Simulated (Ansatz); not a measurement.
## V-Li mixtures: a scan of ordered alloys across composition, step by step

With Ansatz 0.2.0 through its Python package.

The cells in order, each with its output:

In [1]:
```python
from collections import Counter
import csv

import ansatz as az
import numpy as np
```

In [2]:
```python
def bcc(A, a):
    return (
        az.Lattice.bcc(a)
        .space_group(229)
        .atom(A, (0, 0, 0))
        .primitive()
    )
```

In [3]:
```python
A_FIRST, A_LAST = 3.03, 3.51
```

In [4]:
```python
def solve(name, crystal):
    calc = crystal.calculation()
    calc = calc.basis(470, xc_grid=3)
    calc = calc.accuracy("low")
    calc = calc.scf(max_iterations=200, extra_bands=2)
    calc = calc.functional("lda")
    calc = calc.kpoints(spacing=0.26).occupations("gaussian", width=0.1)
    calc = calc.spin("collinear").band_table()
    calc = calc.relax(force_tolerance=0.01, cell=True)
    return calc.run(threads=1)


def volume_per_atom(outcome):
    return abs(np.linalg.det(outcome.lattice.cell_ang)) / len(outcome.lattice.sites)
```

In [5]:
```python
def counts(outcome):
    return Counter(site.symbol for site in outcome.lattice.sites)

# ordered cells: the first k mixed sites take the second element
phases = {}
for k in range(2 + 1):
    a = A_FIRST + (A_LAST - A_FIRST) * k / 2
    cell = bcc("V", a).conventional().resolved()
    sites = [site.position for site in cell.sites if site.symbol == "V"]
    for position in sites[:k]:
        cell = cell.substitution("Li", at=position, replaces="V")
    phases[f"V{2 - k}Li{k}"] = cell.resolved()
moments = {"V": 1.5}
phases = {name: cell.moments({e: v for e, v in moments.items() if e in cell.species()}) for name, cell in phases.items()}
```

In [6]:
```python
done = {}
for name, crystal in phases.items():
    done[name] = solve(name, crystal)
    print(f"{name}: {done[name].report['energy_sigma0_ev']:.4f} eV, {len(done[name].lattice.sites)} atoms")
```
```text
DeckWarning: the band count 15 (scf.n_extra_bands) hosts the net moment |M| = 3.0000 μB (N_el = 26) but caps the reachable moment at 2·n_bands − N_el = 4.0000 μB, below the 19 bands that the [...]
RunWarning: the starting moments were not kept: the SCF closed with an absolute magnetisation of 3.9e-7 μB, where they sum to 3 μB in size (2 sites). That is at most 0.1 of that sum. Measured as [...]
V2Li0: -5720.9098 eV, 2 atoms
DeckWarning: the band count 10 (scf.n_extra_bands) hosts the net moment |M| = 1.5000 μB (N_el = 16) but caps the reachable moment at 2·n_bands − N_el = 4.0000 μB, below the 13 bands that the [...]
V1Li1: -3060.4074 eV, 2 atoms
RunWarning: this spin-polarised run has no starting moment large enough to seed its density, so its SCF can try parallel moments of its own, which can die out, and starts no order whose moments [...]
V0Li2: -403.2598 eV, 2 atoms
```

In [7]:
```python
# x is the share of the second element on the mixed sites; both end members stand on this same lattice
x = {name: counts(o)["Li"] / (counts(o)["V"] + counts(o)["Li"]) for name, o in done.items()}
first, last = min(x, key=x.get), max(x, key=x.get)
energy = {name: o.report["energy_sigma0_ev"] / len(o.lattice.sites) for name, o in done.items()}
volume = {name: volume_per_atom(o) for name, o in done.items()}
rows = []
for name in sorted(done, key=x.get):
    line = lambda table: (1 - x[name]) * table[first] + x[name] * table[last]
    rows.append((name, x[name], 1000 * (energy[name] - line(energy)), volume[name], 100 * (volume[name] / line(volume) - 1)))
with open("alloy.csv", "w", newline="") as handle:
    writer = csv.writer(handle)
    writer.writerow(["cell", "x(Li)", "E_mix (meV/atom)", "V (A^3/atom)", "excess V (%)"])
    writer.writerows([round(v, 4) if isinstance(v, float) else v for v in row] for row in rows)
print(open("alloy.csv").read())
```
```text
cell,x(Li),E_mix (meV/atom),V (A^3/atom),excess V (%)
V2Li0,0.0,0.0,12.5391,0.0
V1Li1,0.5,838.721,12.0709,-23.7353
V0Li2,1.0,0.0,19.116,0.0
```

Mixing energies: +839 meV an atom at x(V) = 0.50 (volume -23.7 % off the straight line). All are positive, so the end members on this lattice are favoured over these cells.

What to keep in mind:
- These settings explore the input space; cutoff and mesh may be short of convergence.
- The SCF didn't keep the moments it started from (some shrank, vanished or turned); what is printed is the state reached.
- Warnings are shown shortened and without file and line.
- These are small ordered cells, with both end members on the same lattice, which need not be their own; they aren't random solutions. Magnetic phases start from parallel moments and may not end in their lowest magnetic state. Differences under about 40 meV an atom lie within the error of mesh and functional.
- The cells are prototypes set up for this calculation and needn't exist.
- Run time: 36 s on 1 thread of Arm Neoverse V1, with other jobs on the host, peak memory 0.4 GiB.

(Lines on the test bed's own set-up are left out of the output.)
